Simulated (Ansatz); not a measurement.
# GaAs: a point defect seen from the nuclei (Sn on a Ga site)

How do the nuclei near a point defect see it? The defect is Sn on a Ga site in GaAs (cell charge -1), first unrelaxed. The cell is a supercell built from a COD entry. Planned: a single point, then a relaxation.

Program: Ansatz 0.2.0. Level of theory: DFT, PBE, plane-wave PAW, default files, scalar-relativistic. These are calculated values, not measurements.

## (1) The structure to begin with

The structure is cubic, space group F-43m (No. 216). Conventional cell: a = 16.961 Å, b = 16.961 Å, c = 16.961 Å, α = 90.00°, β = 90.00°, γ = 90.00°. Sn (site symmetry -43m) is surrounded by 4 As at 2.45 Å. Around Ga (site symmetry m) lie 4 As at 2.45 Å. Around Ga (site symmetry 3m) lie 4 As at 2.45 Å. Around Ga (site symmetry 2mm) lie 4 As at 2.45 Å. As (site symmetry 3m) is surrounded by 1 Sn at 2.45 Å and 3 Ga at 2.45 Å. Around As (site symmetry 2mm) lie 4 Ga at 2.45 Å. Around As (site symmetry m) lie 4 Ga at 2.45 Å. Only part of the 10 independent sites is listed.

As a file:

```cif
data_structure
_symmetry_space_group_name_H-M 'P 1'
_symmetry_Int_Tables_number 1
_cell_length_a 11.9933
_cell_length_b 11.9933
_cell_length_c 11.9933
_cell_angle_alpha 60.000
_cell_angle_beta 60.000
_cell_angle_gamma 60.000
_cell_volume 1219.84
loop_
_atom_site_label
_atom_site_type_symbol
_atom_site_fract_x
_atom_site_fract_y
_atom_site_fract_z
_atom_site_occupancy
Sn1 Sn 0.00000 0.00000 0.00000 1
Ga1 Ga 0.00000 0.00000 0.33333 1
Ga2 Ga 0.00000 0.00000 0.66667 1
Ga3 Ga 0.00000 0.33333 0.00000 1
Ga4 Ga 0.00000 0.33333 0.33333 1
Ga5 Ga 0.00000 0.33333 0.66667 1
Ga6 Ga 0.00000 0.66667 0.00000 1
Ga7 Ga 0.00000 0.66667 0.33333 1
Ga8 Ga 0.00000 0.66667 0.66667 1
Ga9 Ga 0.33333 0.00000 0.00000 1
Ga10 Ga 0.33333 0.00000 0.33333 1
Ga11 Ga 0.33333 0.00000 0.66667 1
Ga12 Ga 0.33333 0.33333 0.00000 1
Ga13 Ga 0.33333 0.33333 0.33333 1
Ga14 Ga 0.33333 0.33333 0.66667 1
Ga15 Ga 0.33333 0.66667 0.00000 1
Ga16 Ga 0.33333 0.66667 0.33333 1
Ga17 Ga 0.33333 0.66667 0.66667 1
Ga18 Ga 0.66667 0.00000 0.00000 1
Ga19 Ga 0.66667 0.00000 0.33333 1
Ga20 Ga 0.66667 0.00000 0.66667 1
Ga21 Ga 0.66667 0.33333 0.00000 1
Ga22 Ga 0.66667 0.33333 0.33333 1
Ga23 Ga 0.66667 0.33333 0.66667 1
Ga24 Ga 0.66667 0.66667 0.00000 1
Ga25 Ga 0.66667 0.66667 0.33333 1
Ga26 Ga 0.66667 0.66667 0.66667 1
As1 As 0.08333 0.08333 0.08333 1
As2 As 0.08333 0.08333 0.41667 1
As3 As 0.08333 0.08333 0.75000 1
As4 As 0.08333 0.41667 0.08333 1
As5 As 0.08333 0.41667 0.41667 1
As6 As 0.08333 0.41667 0.75000 1
As7 As 0.08333 0.75000 0.08333 1
As8 As 0.08333 0.75000 0.41667 1
As9 As 0.08333 0.75000 0.75000 1
As10 As 0.41667 0.08333 0.08333 1
As11 As 0.41667 0.08333 0.41667 1
As12 As 0.41667 0.08333 0.75000 1
As13 As 0.41667 0.41667 0.08333 1
As14 As 0.41667 0.41667 0.41667 1
As15 As 0.41667 0.41667 0.75000 1
As16 As 0.41667 0.75000 0.08333 1
As17 As 0.41667 0.75000 0.41667 1
As18 As 0.41667 0.75000 0.75000 1
As19 As 0.75000 0.08333 0.08333 1
As20 As 0.75000 0.08333 0.41667 1
As21 As 0.75000 0.08333 0.75000 1
As22 As 0.75000 0.41667 0.08333 1
As23 As 0.75000 0.41667 0.41667 1
As24 As 0.75000 0.41667 0.75000 1
As25 As 0.75000 0.75000 0.08333 1
As26 As 0.75000 0.75000 0.41667 1
As27 As 0.75000 0.75000 0.75000 1
```

Atom 1 of the input is the impurity.

## (2) Gradients at the starting positions

input.yaml

```yaml
crystal:
  lattice:
    - [0.0, 8.48055, 8.48055]
    - [8.48055, 0.0, 8.48055]
    - [8.48055, 8.48055, 0.0]
  atoms:
    - { symbol: Sn, position: [0.0, 0.0, 0.0] }
    - { symbol: Ga, position: [0.0, 0.0, 0.3333333333] }
    - { symbol: Ga, position: [0.0, 0.0, 0.6666666667] }
    - { symbol: Ga, position: [0.0, 0.3333333333, 0.0] }
    - { symbol: Ga, position: [0.0, 0.3333333333, 0.3333333333] }
    - { symbol: Ga, position: [0.0, 0.3333333333, 0.6666666667] }
    - { symbol: Ga, position: [0.0, 0.6666666667, 0.0] }
    - { symbol: Ga, position: [0.0, 0.6666666667, 0.3333333333] }
    - { symbol: Ga, position: [0.0, 0.6666666667, 0.6666666667] }
    - { symbol: Ga, position: [0.3333333333, 0.0, 0.0] }
    - { symbol: Ga, position: [0.3333333333, 0.0, 0.3333333333] }
    - { symbol: Ga, position: [0.3333333333, 0.0, 0.6666666667] }
    - { symbol: Ga, position: [0.3333333333, 0.3333333333, 0.0] }
    - { symbol: Ga, position: [0.3333333333, 0.3333333333, 0.3333333333] }
    - { symbol: Ga, position: [0.3333333333, 0.3333333333, 0.6666666667] }
    - { symbol: Ga, position: [0.3333333333, 0.6666666667, 0.0] }
    - { symbol: Ga, position: [0.3333333333, 0.6666666667, 0.3333333333] }
    - { symbol: Ga, position: [0.3333333333, 0.6666666667, 0.6666666667] }
    - { symbol: Ga, position: [0.6666666667, 0.0, 0.0] }
    - { symbol: Ga, position: [0.6666666667, 0.0, 0.3333333333] }
    - { symbol: Ga, position: [0.6666666667, 0.0, 0.6666666667] }
    - { symbol: Ga, position: [0.6666666667, 0.3333333333, 0.0] }
    - { symbol: Ga, position: [0.6666666667, 0.3333333333, 0.3333333333] }
    - { symbol: Ga, position: [0.6666666667, 0.3333333333, 0.6666666667] }
    - { symbol: Ga, position: [0.6666666667, 0.6666666667, 0.0] }
    - { symbol: Ga, position: [0.6666666667, 0.6666666667, 0.3333333333] }
    - { symbol: Ga, position: [0.6666666667, 0.6666666667, 0.6666666667] }
    - { symbol: As, position: [0.0833333333, 0.0833333333, 0.0833333333] }
    - { symbol: As, position: [0.0833333333, 0.0833333333, 0.4166666667] }
    - { symbol: As, position: [0.0833333333, 0.0833333333, 0.75] }
    - { symbol: As, position: [0.0833333333, 0.4166666667, 0.0833333333] }
    - { symbol: As, position: [0.0833333333, 0.4166666667, 0.4166666667] }
    - { symbol: As, position: [0.0833333333, 0.4166666667, 0.75] }
    - { symbol: As, position: [0.0833333333, 0.75, 0.0833333333] }
    - { symbol: As, position: [0.0833333333, 0.75, 0.4166666667] }
    - { symbol: As, position: [0.0833333333, 0.75, 0.75] }
    - { symbol: As, position: [0.4166666667, 0.0833333333, 0.0833333333] }
    - { symbol: As, position: [0.4166666667, 0.0833333333, 0.4166666667] }
    - { symbol: As, position: [0.4166666667, 0.0833333333, 0.75] }
    - { symbol: As, position: [0.4166666667, 0.4166666667, 0.0833333333] }
    - { symbol: As, position: [0.4166666667, 0.4166666667, 0.4166666667] }
    - { symbol: As, position: [0.4166666667, 0.4166666667, 0.75] }
    - { symbol: As, position: [0.4166666667, 0.75, 0.0833333333] }
    - { symbol: As, position: [0.4166666667, 0.75, 0.4166666667] }
    - { symbol: As, position: [0.4166666667, 0.75, 0.75] }
    - { symbol: As, position: [0.75, 0.0833333333, 0.0833333333] }
    - { symbol: As, position: [0.75, 0.0833333333, 0.4166666667] }
    - { symbol: As, position: [0.75, 0.0833333333, 0.75] }
    - { symbol: As, position: [0.75, 0.4166666667, 0.0833333333] }
    - { symbol: As, position: [0.75, 0.4166666667, 0.4166666667] }
    - { symbol: As, position: [0.75, 0.4166666667, 0.75] }
    - { symbol: As, position: [0.75, 0.75, 0.0833333333] }
    - { symbol: As, position: [0.75, 0.75, 0.4166666667] }
    - { symbol: As, position: [0.75, 0.75, 0.75] }
total_charge: -1
kpoints:
  mp_grid: { grid: [2, 2, 2] }
scf:
  occupations: { method: fermi_dirac, width: 0.01 }
hamiltonian:
  xc: pbe
  pseudopotentials: { kind: paw }
output:
  forces: true
  stress: true
  populations: true
  efg:
    quadrupole_moments_barn: { Sn: -0.132, Ga: 0.107, As: 0.311 }
    contact_densities: true
  write_density: true
  write_potential: true
  elf: true
  volumetric_format: npy
```

On the command line:

```console
$ ansatz run input.yaml --threads 4 --pin off --max-ram 8192MiB --backend cpu --events-out ev --progress --plain --runs-dir out
```

The program printed:

```text
Warning: RAYON_NUM_THREADS=4 ignored (pool sized by the plan → 4); use --threads N
Sn: output.efg is read without spin–orbit coupling, which moves field gradients at and beside such atoms by some per cent and up to a factor of two; PAW files take it under magnetization.noncollinear and magnetization.spin_orbit
Engine: ansatz 0.2.0, x86_64-unknown-linux-gnu
Pseudopotentials: kind: paw
Pseudopotential: Sn, paw, valence charge 14, recommended cutoff 420 eV (normal), Sn.paw.azcp
Pseudopotential: Ga, paw, valence charge 13, recommended cutoff 420 eV (normal), Ga.paw.azcp
Pseudopotential: As, paw, valence charge 15, recommended cutoff 420 eV (normal), As.paw.azcp
Functional definition: PBE
  parameter kappa = 0.804
  parameter beta = 0.06672455060314922
  exchange = pbe_x(kappa = kappa, mu = beta*pi^2/3)
  correlation = pbe_c(beta = beta)
Crystal: 54 atoms, lattice volume = 1219.838 Å³
Basis set: ecut = 420 eV, 23829 PW (Γ), exchange–correlation on 162×162×162 points (8 copies of the dense FFT grid, shifted against one another)
Bands: 455, of which v1, the nominal top of the filled ones, is band 379 counted from 1 (378 counted from 0)
Symmetry: 24 space group operations
Space group: F-43m (ITA 216), of the structure as read, at distance tolerance 1.1e-4 Å
k-points: 3 of 8
Non-local potential: Sn, projectors of the file, l = 0: 2, l = 1: 2, l = 2: 2, l = 3: 2
Non-local potential: Ga, projectors of the file, l = 0: 2, l = 1: 2, l = 2: 3, l = 3: 1
Non-local potential: As, projectors of the file, l = 0: 2, l = 1: 2, l = 2: 3, l = 3: 1
PAW form: soft (Blöchl's): semilocal exchange-correlation on the pseudo side does not see the compensation charge
PAW one-centre angular grid: Sn, 590 points (default); XC on 64 Gauss nodes
PAW one-centre angular grid: Ga, 590 points (default); XC on 64 Gauss nodes
PAW one-centre angular grid: As, 590 points (default); XC on 64 Gauss nodes
Initial density: superposition of atomic densities (neutral atoms scaled as one to the charged cell's electrons: chi_scale 0, normalization atom), corrected by the library's trained network
Initial wavefunctions: pseudopotential atomic-orbital guess
Functional: x = pbe(κ = 0.804, μ = 0.2195149727645171), c = pbe(β = 0.06672455060314922)
SCF iter   1: F=—  HF=-235505.033909 eV  |F-HF|=—  |Δ(HF+E_count)|=         —  Δρ=5.88e-3  dr2=4.68e-1  ethr=1.77e-3  ⟨swp⟩=6.0  Hψ=4943  notcnv=0  defer=1
preconditioner: auto → LDOS  [insulator: Δε(μ)=0.151 eV  Ē_g=14.474 eV  σ=0.010 eV  W_gap=0.68  n_scr=330 (ndim 8)  ℏωp=23.5 eV  f_vac=0.083  D(μ)=17.48/eV (n_scr^D=64)  ε∞_Penn≈3.6  β→1.0]
SCF iter   2: F=—  HF=-235504.853511 eV  |F-HF|=—  |Δ(HF+E_count)|=   1.80e-1  Δρ=2.96e-3  dr2=8.00e-2  ethr=6.18e-5  ⟨swp⟩=3.0  Hψ=2347  notcnv=0  defer=197
SCF iter   3: F=—  HF=-235504.828490 eV  |F-HF|=—  |Δ(HF+E_count)|=   2.50e-2  Δρ=1.20e-3  dr2=2.23e-2  ethr=1.06e-5  ⟨swp⟩=3.3  Hψ=2269  notcnv=0  defer=197
[... 4 lines left out ...]
SCF iter   8: F=—  HF=-235504.815067 eV  |F-HF|=—  |Δ(HF+E_count)|=   3.79e-4  Δρ=1.11e-5  dr2=2.61e-6  ethr=2.63e-9  ⟨swp⟩=2.0  Hψ=2175  notcnv=0  defer=197
SCF iter   9: F=—  HF=-235504.815066 eV  |F-HF|=—  |Δ(HF+E_count)|=   2.97e-7  Δρ=3.60e-6  dr2=2.67e-7  ethr=3.44e-10  ⟨swp⟩=2.0  Hψ=1918  notcnv=0  defer=197
SCF iter  10: F=-235504.815066 eV  HF=-235504.815066 eV  |F-HF|=5.94e-9  |Δ(HF+E_count)|=   8.38e-8  Δρ=1.68e-6  dr2=4.95e-8  ethr=1.32e-11  ⟨swp⟩=15.0  Hψ=10520  notcnv=0
SCF 1 converged in 10 iterations: F = -235504.815066 eV  dr2 = 4.95e-8
SCF converged after 10 iterations
Free energy (F): -235504.815066 eV
Harris-Foulkes:  -235504.815066 eV  (|F-HF|=5.94e-9)
Internal energy: -235504.809992 eV  (E = F + TS)
E sigma→0 (E₀):  -235504.812529 eV
Entropy (-TS):   -0.005075 eV (-0.094 meV/atom)
Fermi energy:    9.416877 eV
--- Per-component energies (eV) ---
[... 15 lines left out ...]
--- Forces (eV/Å), atoms counted from 1 ---
  atom   1  Sn    -0.00000000     0.00000000     0.00000000
  atom   2  Ga     0.09851817     0.09851817    -0.14150396
[... 68 lines left out ...]
  atom  29  As V_zz =    +1.402087   η = 0.2281   by run symmetry: allowed   C_q = +10.5436 MHz
            electrostatic potential = -4514.768601 V   contact ρ = 235495.525962 e/Å³
  atom  30  As V_zz =    +5.736825   η = 0.0000   by run symmetry: allowed   C_q = +43.1406 MHz
            electrostatic potential = -4514.542728 V   contact ρ = 235497.530135 e/Å³
  atom  31  As V_zz =    +1.402087   η = 0.2281   by run symmetry: allowed   C_q = +10.5436 MHz
            electrostatic potential = -4514.768601 V   contact ρ = 235495.525962 e/Å³
  atom  32  As V_zz =    +1.402087   η = 0.2281   by run symmetry: allowed   C_q = +10.5436 MHz
            electrostatic potential = -4514.768601 V   contact ρ = 235495.525962 e/Å³
  atom  33  As V_zz =    -0.458696   η = 0.2783   by run symmetry: allowed   C_q = -3.4494 MHz
            electrostatic potential = -4514.772873 V   contact ρ = 235494.791424 e/Å³
  atom  34  As V_zz =    +5.736825   η = 0.0000   by run symmetry: allowed   C_q = +43.1406 MHz
            electrostatic potential = -4514.542728 V   contact ρ = 235497.530135 e/Å³
  atom  35  As V_zz =    -0.458696   η = 0.2783   by run symmetry: allowed   C_q = -3.4494 MHz
            electrostatic potential = -4514.772873 V   contact ρ = 235494.791424 e/Å³
  atom  36  As V_zz =    -0.458696   η = 0.2783   by run symmetry: allowed   C_q = -3.4494 MHz
            electrostatic potential = -4514.772873 V   contact ρ = 235494.791424 e/Å³
  atom  37  As V_zz =    +1.402087   η = 0.2281   by run symmetry: allowed   C_q = +10.5436 MHz
            electrostatic potential = -4514.768601 V   contact ρ = 235495.525962 e/Å³
  atom  38  As V_zz =    +1.402087   η = 0.2281   by run symmetry: allowed   C_q = +10.5436 MHz
            electrostatic potential = -4514.768601 V   contact ρ = 235495.525962 e/Å³
  atom  39  As V_zz =    -0.458696   η = 0.2783   by run symmetry: allowed   C_q = -3.4494 MHz
            electrostatic potential = -4514.772873 V   contact ρ = 235494.791424 e/Å³
  atom  40  As V_zz =    +1.402087   η = 0.2281   by run symmetry: allowed   C_q = +10.5436 MHz
            electrostatic potential = -4514.768601 V   contact ρ = 235495.525962 e/Å³
  atom  41  As V_zz =    -0.088040   η = 0.0000   by run symmetry: allowed   C_q = -0.6621 MHz
            electrostatic potential = -4514.791574 V   contact ρ = 235494.445096 e/Å³
  atom  42  As V_zz =    -0.088040   η = 0.0000   by run symmetry: allowed   C_q = -0.6621 MHz
            electrostatic potential = -4514.791574 V   contact ρ = 235494.445096 e/Å³
  atom  43  As V_zz =    -0.458696   η = 0.2783   by run symmetry: allowed   C_q = -3.4494 MHz
            electrostatic potential = -4514.772873 V   contact ρ = 235494.791424 e/Å³
  atom  44  As V_zz =    -0.088040   η = 0.0000   by run symmetry: allowed   C_q = -0.6621 MHz
            electrostatic potential = -4514.791574 V   contact ρ = 235494.445096 e/Å³
  atom  45  As V_zz =    -0.458696   η = 0.2783   by run symmetry: allowed   C_q = -3.4494 MHz
            electrostatic potential = -4514.772873 V   contact ρ = 235494.791424 e/Å³
  atom  46  As V_zz =    +5.736825   η = 0.0000   by run symmetry: allowed   C_q = +43.1406 MHz
            electrostatic potential = -4514.542728 V   contact ρ = 235497.530135 e/Å³
  atom  47  As V_zz =    -0.458696   η = 0.2783   by run symmetry: allowed   C_q = -3.4494 MHz
            electrostatic potential = -4514.772873 V   contact ρ = 235494.791424 e/Å³
  atom  48  As V_zz =    -0.458696   η = 0.2783   by run symmetry: allowed   C_q = -3.4494 MHz
            electrostatic potential = -4514.772873 V   contact ρ = 235494.791424 e/Å³
  atom  49  As V_zz =    -0.458696   η = 0.2783   by run symmetry: allowed   C_q = -3.4494 MHz
            electrostatic potential = -4514.772873 V   contact ρ = 235494.791424 e/Å³
  atom  50  As V_zz =    -0.088040   η = 0.0000   by run symmetry: allowed   C_q = -0.6621 MHz
            electrostatic potential = -4514.791574 V   contact ρ = 235494.445096 e/Å³
  atom  51  As V_zz =    -0.458696   η = 0.2783   by run symmetry: allowed   C_q = -3.4494 MHz
            electrostatic potential = -4514.772873 V   contact ρ = 235494.791424 e/Å³
  atom  52  As V_zz =    -0.458696   η = 0.2783   by run symmetry: allowed   C_q = -3.4494 MHz
            electrostatic potential = -4514.772873 V   contact ρ = 235494.791424 e/Å³
  atom  53  As V_zz =    -0.458696   η = 0.2783   by run symmetry: allowed   C_q = -3.4494 MHz
            electrostatic potential = -4514.772873 V   contact ρ = 235494.791424 e/Å³
  atom  54  As V_zz =    +0.000000   η = 0.0000   by run symmetry: forbidden   C_q = +0.0000 MHz
            electrostatic potential = -4514.801243 V   contact ρ = 235494.516872 e/Å³
--- Band table (eV) ---
[... 3 lines left out ...]
--- Löwdin populations: 54 sites ---
  site symbol       q [e]
[... 54 lines left out ...]
  spilling = 0.001542 (of n_electrons = 758.000000)
```

Run time: 58 s. Hardware: 4 threads of Intel Xeon Platinum 8375C at 2.90GHz (Ice Lake), shared host; peak memory 5.9 GiB.

State: no gap over 0.1 eV on the mesh, largest force 1.789 eV/Å, pressure 5.0 GPa.

The printed gradients, by site:

```csv
site,atoms,distance from the defect (Å),V_zz (10²¹ V/m²),η,C_Q (MHz)
Sn,1,0.00,0.00,–,–
As28,"28, 30, 34, 46",2.45,5.74,0.00,43.1 (⁷⁵As)
Ga2,"2, 3, 4, 6, …",4.00,1.12,0.07,2.91 (⁷¹Ga)
As33,"33, 35, 36, 39, …",4.69,-0.46,0.28,-3.45 (⁷⁵As)
Ga15,"15, 17, 18, 23, …",5.65,0.071,0.39,0.182 (⁷¹Ga)
As29,"29, 31, 32, 37, …",6.16,1.40,0.23,10.5 (⁷⁵As)
Ga5,"5, 11, 13, 14",6.92,-0.13,0.00,-0.335 (⁷¹Ga)
Ga9,"9, 21, 25, 27",6.92,-0.23,0.00,-0.601 (⁷¹Ga)
As41,"41, 42, 44, 50",7.34,-0.088,0.00,-0.662 (⁷⁵As)
As54,54,7.34,0.00,–,0 (⁷⁵As)
```

V_zz is the principal component of the electric field gradient with the largest magnitude, η = (V_xx − V_yy)/V_zz and C_Q = eQV_zz/h. Nuclear quadrupole moments: year-2017 set (Pyykkö). A dash under C_Q marks elements without a common quadrupolar isotope.

Direction of the V_zz axis (Cartesian unit vector):

```csv
site,atom,x,y,z
Ga2,2,0.59,0.59,-0.55
Ga5,5,0.58,-0.58,-0.58
Ga9,9,0.58,-0.58,-0.58
Ga15,15,-0.71,0.71,0.00
As28,28,0.58,0.58,0.58
As29,29,0.71,0.71,0.00
As33,33,-0.63,0.63,0.45
As41,41,0.58,0.58,0.58
```

Density in a lattice plane of the grid's cell (edges 11.99 and 11.99 Å, at 0.000 of the third edge), which holds Sn and Ga.

Ten even steps from ' ' (0.03 e/Å³) to '@' (52.25 e/Å³):
```
                                                
                                                
                                                
                                                
                                                
..            ....            ....            ..
**..            **..            **..            
                                                
                                                
                                                
                                                
                                                
**            ..**            ..**            ..
....            ....            ....            
                                                
                                                
                                                
                                                
                                                
--..          ..@@..          ..@@..          ..
```
Columns run along the first of these edges and rows up along the second, over one cell in 24 and 20 even steps from the bottom left corner. Atoms in the plane (fractional): Sn at (0.00, 0.00), Ga at (1.00, 0.33), Ga at (1.00, 0.67), Ga at (0.33, 0.00), Ga at (0.33, 0.33), Ga at (0.33, 0.67), Ga at (0.67, 0.00), Ga at (0.67, 0.33), Ga at (0.67, 0.67).

ELF in the same plane.

Ten even steps from ' ' (0.00) to '@' (0.72):
```
....====::..----::..----::..----::..----::::====
++======..    --++++++==..    --++++++==..    --
**%%@@%%==..  ::##@@@@%%++..  ::##@@@@%%++..  ::
##%%%%%%%%**----##%%%%%%%%**----##%%%%%%%%**----
--@@@@%%@@@@----==@@@@%%@@@@==--==@@@@%%@@@@==--
  --%%@@%%%%--    --%%@@%%%%==    --%%@@%%%%==  
    --++==++==::    --++++++==::    --++++++==::
--------..  ::----------..  ::----------..  ::--
**%%%%**::    ::##%%%%**::    ::##%%%%**::    ::
##@@@@%%**::..::**%%@@@@##::..::**@@@@@@##::..::
**@@%%%%@@##==--##@@%%%%@@##==--##@@%%%%@@##==--
--##@@%%@@@@==----##@@%%@@@@==----##@@%%@@@@==--
  ::++%%%%%%==    ::++%%%%%%==    ::++%%%%%%==  
  ..--==----==--  ..--==----==--  ..--==----==--
--------..  ..--======--..  ..--==------..  ..--
##@@@@##--    ::##@@@@##--    ::**@@@@##--    ::
**%%%%%%%%==::--##%%%%%%%%==::::**%%@@%%##==::--
++%%%%%%@@%%==--++@@%%%%@@%%==--++@@@@%%%%##====
..==@@%%@@@@--..::==@@%%@@@@==..::==@@%%%%%%--..
  ..==****##--..**..==######==..**..--##****==..
```
Columns run along the first of these edges and rows up along the second, over one cell in 24 and 20 even steps from the bottom left corner. Atoms in the plane (fractional): Sn at (0.00, 0.00), Ga at (1.00, 0.33), Ga at (1.00, 0.67), Ga at (0.33, 0.00), Ga at (0.33, 0.33), Ga at (0.33, 0.67), Ga at (0.67, 0.00), Ga at (0.67, 0.33), Ga at (0.67, 0.67).

Both are smooth fields of the valence electrons: close to the nuclei they are not physical.

Maxima of ELF outside the ion cores: 0.77 on the As–Ga line, 1.1 Å from As; 0.72 on the As–Sn line, 1.0 Å from As.

[end of part 1 of 2]
